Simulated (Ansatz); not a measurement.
# RPA@PBE/6-31G(d) (spherical functions) run of GaNH2ClF (SMILES [NH2][Ga]([F])[Cl])

Aim: the vertical singlet–triplet gap of GaNH2ClF at RPA@PBE/6-31G* (spherical functions), from 2 runs. 

The results are computed with Ansatz 0.2.0.

128 further runs of the same task are left out: 128 set aside as unsound or not needed.

### 1 The molecule

GaNH2ClF: 6 atoms, total charge 0, spin state singlet. SMILES: `[NH2][Ga]([F])[Cl]`. Geometry: relaxed at PBE0-D4/def2-TZVP.

Bond lengths: N1–Ga2 1.791 Å, Ga2–F3 1.743 Å, Ga2–Cl4 2.117 Å, N1–H5 1.005 Å, N1–H6 1.005 Å. Angles: N1–Ga2–F3 119.0°, N1–Ga2–Cl4 124.0°, F3–Ga2–Cl4 116.9°, Ga2–N1–H5 121.8°, Ga2–N1–H6 122.2°, H5–N1–H6 113.3°.

### 2 The energy at RPA@PBE/6-31G(d) (spherical functions)

The input, job.yaml:

```yaml
crystal:
  periodic: [false, false, false]
  atoms:
    - {symbol: N, position_ang: [-0.193400, 1.027000, -0.045900]}
    - {symbol: Ga, position_ang: [0.233000, -0.711000, 0.012900]}
    - {symbol: F, position_ang: [1.569300, -1.221300, 1.009300]}
    - {symbol: Cl, position_ang: [-0.740100, -2.208600, -1.123700]}
    - {symbol: H, position_ang: [0.201900, 1.691500, 0.596800]}
    - {symbol: H, position_ang: [-1.028600, 1.358600, -0.495600]}
basis:
  gaussian: {orbitals: 6-31G_st_-spherical.json}
accuracy: high
correlation: {method: rpa, frozen_orbitals: {Cl: 5, F: 1, Ga: 9, H: 0, "N": 1}}
hamiltonian: {xc: {name: PBE}}
```

The basis set 6-31G* is read from a file made from the Basis Set Exchange's data (not shown).

On the command line:

```sh
$ ansatz run job.yaml --threads 1 --pin off --max-ram 3480MiB --events-out events.jsonl --progress --plain --runs-dir runs
```

Log:

```text
Warning: RAYON_NUM_THREADS=1 ignored (pool sized by the plan → 1); use --threads N
Functional definition: PBE
  name "PBE"
  parameter kappa = 0.804
  parameter beta = 0.06672455060314922
  exchange = pbe_x(kappa = kappa, mu = beta*pi^2/3)
  correlation = pbe_c(beta = beta)
1713 factors; integrals over basis functions are off by at most 4.7e-9 eV
mean field evaluation 1: about -69106.4656 eV, gradient 7.7e1 eV
mean field evaluation 2: about -69106.4617 eV, gradient 7.7e1 eV
mean field evaluation 4: about -69115.7878 eV, gradient 2.2e1 eV
mean field evaluation 8: about -69117.3397 eV, gradient 6.0e-1 eV
mean field evaluation 16: about -69117.3383 eV, gradient 1.2e-4 eV
mean field evaluation 32: about -69062.3486 eV, gradient 6.1e1 eV
mean field -69117.33834514 eV, -2540.0153347693 hartree, gradient 9.8e-8 eV, S^2 0.000000; 0 other end points of the search recorded, 0 dependent functions left out
16 core orbitals not correlated: weight in the atoms' cores, before any rotation towards them, 1.000 or more for the frozen orbitals, at most 0.000 for the correlated occupied ones
reference -69050.59312322 eV, -2537.5624931054 hartree; 17, 17 occupied and 49, 49 virtual orbitals, 1713 factors
Total energy: -69078.29027043 eV, -2538.5803444915 hartree
```

Run time: 14 s. Hardware: 1 thread of Arm Neoverse V1, shared host; peak memory 0.26 GiB.

### 3 The triplet

The input, molecule.yaml:

```yaml
crystal:
  periodic: [false, false, false]
  atoms:
    - {symbol: N, position_ang: [-0.193400, 1.027000, -0.045900]}
    - {symbol: Ga, position_ang: [0.233000, -0.711000, 0.012900]}
    - {symbol: F, position_ang: [1.569300, -1.221300, 1.009300]}
    - {symbol: Cl, position_ang: [-0.740100, -2.208600, -1.123700]}
    - {symbol: H, position_ang: [0.201900, 1.691500, 0.596800]}
    - {symbol: H, position_ang: [-1.028600, 1.358600, -0.495600]}
basis:
  gaussian:
    orbitals: 6-31G_st_-spherical.json
magnetization:
  spin_polarized: true
  initial_magnetization: 2
hamiltonian:
  xc: pbe
correlation:
  method: rpa
  frozen_orbitals: {Cl: 5, F: 1, Ga: 9, H: 0, "N": 1}
accuracy: high
```

The basis set 6-31G* is read from a file made from the Basis Set Exchange's data (not shown).

On the command line:

```sh
$ ansatz run molecule.yaml --threads 1 --pin off --max-ram 3480MiB --events-out events.jsonl --progress --plain --runs-dir runs
```

Log:

```text
Warning: RAYON_NUM_THREADS=1 ignored (pool sized by the plan → 1); use --threads N
[... 6 set-up lines as earlier in the session ...]
1713 factors; integrals over basis functions are off by at most 4.7e-9 eV
mean field evaluation 1: about -69097.6365 eV, gradient 5.7e1 eV
mean field evaluation 2: about -69097.6334 eV, gradient 5.7e1 eV
mean field evaluation 4: about -69108.5977 eV, gradient 2.8e1 eV
mean field evaluation 8: about -69111.7676 eV, gradient 9.7e0 eV
mean field evaluation 16: about -69112.5209 eV, gradient 7.6e-2 eV
mean field evaluation 32: about -69112.5210 eV, gradient 5.7e-8 eV
mean field evaluation 64: about -69110.7440 eV, gradient 1.7e1 eV
mean field evaluation 96: about -69111.3550 eV, gradient 1.2e0 eV
mean field evaluation 128: about -69088.7737 eV, gradient 2.4e1 eV
mean field -69112.52096963 eV, -2539.8382994845 hartree, gradient 5.7e-8 eV, S^2 2.002355; 10 other end points of the search recorded, 0 dependent functions left out
16 core orbitals not correlated: weight in the atoms' cores, before any rotation towards them, 1.000 or more for the frozen orbitals, at most 0.000 for the correlated occupied ones
reference -69044.43544705 eV, -2537.3362026798 hartree; 18, 16 occupied and 48, 50 virtual orbitals, 1713 factors
Total energy: -69073.18372399 eV, -2538.3926823710 hartree
```

Wall time 46 s (1 thread of Arm Neoverse V1, shared host); peak memory 0.34 GiB.

### 4 Results

At RPA@PBE/6-31G* (spherical functions), 16 core orbitals frozen:

| quantity | value |
| --- | --- |
| singlet: total energy | -2538.58034 Eh |
| singlet: RPA correlation energy (valence) | -1017.9 mEh |
| triplet: total energy | -2538.39268 Eh |
| triplet: RPA correlation energy (valence) | -1056.5 mEh |
| triplet: ⟨S²⟩ of the reference determinant | 2.002 |
| vertical energy of the triplet above the singlet | 5.107 eV |

At this shape the triplet lies 5.11 eV (493 kJ/mol) above the singlet.
